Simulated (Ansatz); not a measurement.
# C2H8GaNOS: up Jacob's ladder to CCSD(T)

Aim: compute C2H8GaNOS with functionals from several rungs and with coupled cluster. The yardstick is the atomisation energy at the CCSD(T) limit.

Program: Ansatz 0.2.0, Gaussian basis. Level of theory: functionals in def2-TZVPP, the program's frozen cores in correlated methods. These are calculated values, not measurements.

The runs, in order: PBE-D4, r2SCAN-D4, PBE0-D4, B3LYP-D4, ωB97X-V, ωB97M-V, B2PLYP; CCSD(T)/def2-TZVPP; MP2/def2-QZVPP; extrapolation to the limit.

## Step 1: The relaxed structure

An earlier PBE0-D4 in a triple-zeta def2 set relaxation fixed the geometry.

SMILES `C[N](C)[Ga]([OH])[SH]`, 14 atoms, charge 0, spin multiplicity 1.

Atoms are counted from 1 here; the program's logs count them from 0.

Bond lengths: C1–N2 1.438 Å, C1–H7 1.100 Å, C1–H8 1.100 Å, C1–H9 1.093 Å, N2–C3 1.440 Å, N2–Ga4 1.813 Å, C3–H10 1.100 Å, C3–H11 1.092 Å, C3–H12 1.100 Å, Ga4–O5 1.786 Å, Ga4–S6 2.191 Å, O5–H13 0.959 Å, S6–H14 1.344 Å. Angles: N2–C1–H7 111.7°, N2–C1–H8 111.7°, N2–C1–H9 111.2°, H7–C1–H8 107.2°, H7–C1–H9 107.4°, H8–C1–H9 107.4°, C1–N2–C3 113.6°, C1–N2–Ga4 123.8°, C3–N2–Ga4 122.6°, N2–C3–H10 111.6°, N2–C3–H11 111.0°, N2–C3–H12 111.6°, H10–C3–H11 107.5°, H10–C3–H12 107.3°, H11–C3–H12 107.5°, N2–Ga4–O5 122.6°, N2–Ga4–S6 121.0°, O5–Ga4–S6 116.5° and more.

## Step 2: PBE-D4 (GGA)

Contents of in.yaml:

```yaml
crystal:
  periodic: [false, false, false]
  atoms:
    - {symbol: C, position_ang: [-0.322356, 1.615616, 0.408182]}
    - {symbol: N, position_ang: [-0.368178, 0.253874, -0.051928]}
    - {symbol: C, position_ang: [-1.632315, -0.115010, -0.633641]}
    - {symbol: Ga, position_ang: [1.021129, -0.903714, 0.079735]}
    - {symbol: O, position_ang: [2.590314, -0.445362, 0.798269]}
    - {symbol: S, position_ang: [0.845520, -2.962117, -0.648581]}
    - {symbol: H, position_ang: [-0.500011, 2.327673, -0.410999]}
    - {symbol: H, position_ang: [-1.081994, 1.809689, 1.179506]}
    - {symbol: H, position_ang: [0.651811, 1.853739, 0.842325]}
    - {symbol: H, position_ang: [-2.456019, -0.007486, 0.086930]}
    - {symbol: H, position_ang: [-1.621539, -1.154655, -0.968619]}
    - {symbol: H, position_ang: [-1.874959, 0.511176, -1.504437]}
    - {symbol: H, position_ang: [2.641137, 0.461405, 1.106218]}
    - {symbol: H, position_ang: [2.107457, -3.244817, -0.282960]}
basis:
  gaussian: {orbitals: def2-TZVPP}
hamiltonian: {xc: pbe, dispersion: d4}
output: {forces: true, orbitals: {seedname: orbitals}}
```

Launch:

```sh
ansatz run in.yaml --threads 2 --pin off --events-out ev --progress --plain --max-ram 22528MiB --backend cuda --devices 0, --max-vram 18GiB
```

The runs that follow: r2SCAN-D4 (meta-GGA); PBE0-D4 (hybrid); B3LYP-D4 (hybrid); ωB97X-V (range-separated); ωB97M-V (range-separated); B2PLYP (double hybrid); CCSD(T) in def2-TZVPP; MP2 in def2-QZVPP.

**Question.** What will the summary of the whole plan be? Wanted: atomisation energy, CCSD(T)/CBS; farthest; mean size of error, hybrid; mean size of error, range-separated; gap, smallest and largest; T1 diagnostic; triples share of the correlation energy.

The runs gave:

| quantity | value |
| --- | --- |
| atomisation energy, CCSD(T)/CBS | 1193.9 kcal/mol |
| functionals within 11.9 kcal/mol (1.0 %) | r2SCAN-D4, PBE0-D4, B3LYP-D4, ωB97X-V, ωB97M-V |
| farthest | B2PLYP (-18.5 kcal/mol) |
| mean size of error, hybrid | 5.9 kcal/mol |
| mean size of error, range-separated | 1.5 kcal/mol |
| gap, smallest and largest | 3.87 eV (PBE-D4), 10.47 eV (ωB97X-V) |
| T1 diagnostic | 0.0130 |
| triples share of the correlation energy | 4.0 % |

What this shows: PBE-D4 is off by +18.4 kcal/mol. Double hybrids carry the basis error of their MP2 part in triple zeta, and no dispersion term here, so their miss is partly the set-up's. Misses under about 11.9 kcal/mol are within the doubt on the reference itself, which lacks core-valence correlation, relativity and higher excitations, and its outer-core shells are covered unevenly. Hartree-Fock recovers 70 % of the binding; the rest is correlation. The gap grows from 3.9 to 10.5 eV across the functionals, mostly with the share of exact exchange. Correlated methods include outer-core shells of Ga, which these sets cover unevenly.
